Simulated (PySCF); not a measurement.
# Ways to converge the SCF of KC⁻ (triplet)

Do solver options change the result for KC⁻ (triplet), or only the number of cycles?

Computed with PySCF 2.14.0. Level: each script names its method and basis.

4 further runs of the same task are left out: 4 that didn't finish.

### 1 The system as given

KC⁻ (triplet): 2 atoms, charge -1, spin multiplicity 3.

Bond lengths: K1–C2 3.168 Å.

### 2 The base run

input.py reads:

```python
from pyscf import gto, scf, mcscf, mrpt

mol = gto.M(
    atom='K 0 0 0; C 0 0 3.168',
    basis='sto-3g',
    charge=-1,
    spin=2,
    verbose=4,
)
mf = scf.ROHF(mol)
mf.kernel()
mc = mcscf.CASSCF(mf, 6, 6)
mc.kernel()
mc.analyze()
mrpt.NEVPT(mc).kernel()
mf.dip_moment()
print('orbital energies (hartree):', mf.mo_energy[..., max(0, mol.nelec[1]-3):mol.nelec[0]+3].round(4))
```

The run is started by

```
> OMP_NUM_THREADS=1 python input.py
```

The log of this run is left out.

It gives: E(SCF) = -630.104423 Eh, 8 cycles, E(CAS) − E(SCF) = -0.03364 Eh, NEVPT2 = -0.02301 Eh.

The bond length is a typed value, not an optimised one. The dipole of an ion depends on the origin. The triplet is typed in the script; nothing here shows that it is the ground state.

### 3 Convergence threshold 1e-16 hartree

Edit 1 changes convergence threshold: default → 1e-16 hartree.

input.py reads:

```python
from pyscf import gto, scf, mcscf, mrpt

mol = gto.M(
    atom='K 0 0 0; C 0 0 3.168',
    basis='sto-3g',
    charge=-1,
    spin=2,
    verbose=4,
)
mf = scf.ROHF(mol)
mf.conv_tol = 1e-16
mf.kernel()
mc = mcscf.CASSCF(mf, 6, 6)
mc.kernel()
mc.analyze()
mrpt.NEVPT(mc).kernel()
mf.dip_moment()
print('orbital energies (hartree):', mf.mo_energy[..., max(0, mol.nelec[1]-3):mol.nelec[0]+3].round(4))
```

The run is started by

```
> OMP_NUM_THREADS=1 python input.py
```

### 4 Second-order solver on

Edit 2 changes second-order solver: off → on.

Changes to input.py since step 2:

```diff
@@ -10,2 +10,3 @@
 mf = scf.ROHF(mol)
+mf = mf.newton()
 mf.kernel()
```

### 5 Smearing width 0.05 hartree

Edit 3 changes smearing width: none → 0.05 hartree; step after the SCF: nevpt2 → none.

input.py reads:

```python
from pyscf import gto, scf

mol = gto.M(
    atom='K 0 0 0; C 0 0 3.168',
    basis='sto-3g',
    charge=-1,
    spin=2,
    verbose=4,
)
mf = scf.ROHF(mol)
mf = scf.addons.smearing_(mf, sigma=0.05, method='fermi')
mf.kernel()
mf.dip_moment()
print('orbital energies (hartree):', mf.mo_energy[..., max(0, mol.nelec[1]-3):mol.nelec[0]+3].round(4))
```

### 6 Level shift 0.1 hartree

Edit 4 changes level shift: none → 0.1 hartree.

Changes to input.py since step 2:

```diff
@@ -10,2 +10,3 @@
 mf = scf.ROHF(mol)
+mf.level_shift = 0.1
 mf.kernel()
```

### 7 Smearing width 0.001 hartree

Edit 5 changes smearing width: none → 0.001 hartree; step after the SCF: nevpt2 → none.

input.py reads:

```python
from pyscf import gto, scf

mol = gto.M(
    atom='K 0 0 0; C 0 0 3.168',
    basis='sto-3g',
    charge=-1,
    spin=2,
    verbose=4,
)
mf = scf.ROHF(mol)
mf = scf.addons.smearing_(mf, sigma=0.001, method='fermi')
mf.kernel()
mf.dip_moment()
print('orbital energies (hartree):', mf.mo_energy[..., max(0, mol.nelec[1]-3):mol.nelec[0]+3].round(4))
```

**Question.** What will these runs give? Wanted: for each run, E(SCF); from base; after the SCF.

The runs gave:

| run | E(SCF) (hartree) | from base (eV) | cycles | after the SCF |
| --- | --- | --- | --- | --- |
| base | -630.104423 | 0 | 8 | NEVPT2 correlation -1.542 eV (from the SCF energy, the CASSCF gain included) |
| convergence threshold 1e-16 hartree | -630.104423 | 0.0000 | 11 | NEVPT2 correlation -1.542 eV (from the SCF energy, the CASSCF gain included) |
| second-order solver on | -630.104423 | 0.0000 | 4 macro | NEVPT2 correlation -1.542 eV (from the SCF energy, the CASSCF gain included) |
| smearing width 0.05 hartree (poor choice) | -629.681223 | not comparable | 22 | n/a |
| level shift 0.1 hartree | -630.104423 | 0.0000 | 11 | NEVPT2 correlation -1.542 eV (from the SCF energy, the CASSCF gain included) |
| smearing width 0.001 hartree (poor choice) | -629.951329 | not comparable | 10 | n/a |

Distance from each run's final energy (log10 hartree) by cycle:

| run | cycle 1 | cycle 2 | cycle 3 | cycle 5 | cycle 8 | cycle 12 |
| --- | --- | --- | --- | --- | --- | --- |
| base | -0.8 | -1.7 | -2.6 | -4.8 | -10.5 | done |
| convergence threshold 1e-16 hartree | -0.8 | -1.7 | -2.6 | -4.8 | -10.5 | done |
| second-order solver on | -1.4 | -5.0 | < -11 | done | done | done |
| smearing width 0.05 hartree (poor choice) | -0.8 | -0.2 | -1.9 | -1.9 | -3.6 | -4.6 |
| level shift 0.1 hartree | -0.8 | -1.3 | -2.2 | -4.1 | -7.3 | done |
| smearing width 0.001 hartree (poor choice) | -0.4 | -0.1 | -0.6 | -3.2 | -8.8 | done |

What this shows: The SCF energy stays the same, to the digits that matter, with convergence threshold 1e-16 hartree or second-order solver on or level shift 0.1 hartree. The base needs 8 cycles and the run with level shift 0.1 hartree needs 11. Rows marked «poor choice» come from settings spoiled on purpose.
